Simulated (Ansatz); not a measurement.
**ClGa (charge +1): test of scalar relativity in Python**

Aim: a test of scalar relativity, for ClGa (charge +1), run from a script.

All numbers are computed with Ansatz 0.2.0, driven from Python. The levels of theory stand in the script.

### 1 The structure

Bond lengths: Ga1–Cl2 2.275 Å.

No structure file is read: the coordinates are typed or built in the script.

### 2 Script

File x2c_clga.py:

```python
"""ClGa(+) with and without the spin-free two-component Hamiltonian."""

import ansatz as az
from ase import Atoms
import numpy as np


def main() -> None:
    atoms = Atoms(["Ga", "Cl"], positions=[
        (0.0, 0.0, 0.0),
        (0.0, 0.0, 2.275),
    ])
    clga = az.Crystal.molecule_from_ase(atoms)

    base = clga.calculation()
    base = base.functional("b3lyp", dispersion="d4").charge(1)
    base = base.spin("collinear", total=1)
    base = base.scf(lower_state_search="standard")
    base = base.forces()
    # a set contracted for a scalar-relativistic Hamiltonian goes with the relativistic run
    sets = {"none": "cc-pVTZ", "scalar": "cc-pVTZ-DK"}
    found = {kind: base.basis(gaussian=basis).pseudopotentials(relativity=kind).run().report for kind, basis in sets.items()}
    for kind, each in found.items():
        dipole = 4.803205 * np.linalg.norm(each["charge_distribution"]["dipole_moment_e_ang"])
        print(f"{kind:7s} E = {each['free_energy_ev']:.4f} eV  dipole {dipole:.3f} D  largest force {np.abs(each['forces_ev_ang']).max():.4f} eV/A")
    print(f"relativity lowers the total energy by {found['none']['free_energy_ev'] - found['scalar']['free_energy_ev']:.3f} eV")


if __name__ == "__main__":
    main()
```

### 3 The run

Started as:

```sh
python x2c_clga.py
```

The log of the run:

```text
none    E = -64895.8755 eV  dipole 3.363 D  largest force 1.1351 eV/A
scalar  E = -65451.3445 eV  dipole 3.204 D  largest force 0.9600 eV/A
relativity lowers the total energy by 555.469 eV
```

Run time: 8 s. Hardware: 1 thread of Intel Xeon Platinum 8259CL at 2.50GHz (Skylake/Cascade Lake), shared host; peak memory 0.23 GiB.

### 4 Run by run

One row for each of the 2 runs:

```tsv
run	basis	relativity	energy (eV)	<S²>	SCF cycles	CPU time (s)
1	cc-pVTZ	none	-64895.8755	0.76	27	3.6
2	cc-pVTZ-DK	scalar	-65451.3445	0.76	27	3.9
```

### 5 What came out

```
                                 quantity       value
relativistic lowering of the total energy  555.469 eV
                            runs compared           2
```

In words: Both runs converged. Reading the output:
- The geometry is a force-field or estimated start, not a minimum of this method. The basis set changes with the Hamiltonian (a set recontracted for scalar relativity), and most of the change in the total lies in the cores.
- The species is open-shell (spin multiplicity 2).
- An ion's dipole depends on the origin; the program takes it about the centre of nuclear charge.
- b3lyp holds the VWN-RPA fit, as in Gaussian; the form of ORCA and Turbomole is b3lyp5.
- The spin state was assumed, and another may lie lower. The dipole of an ion depends on the origin.
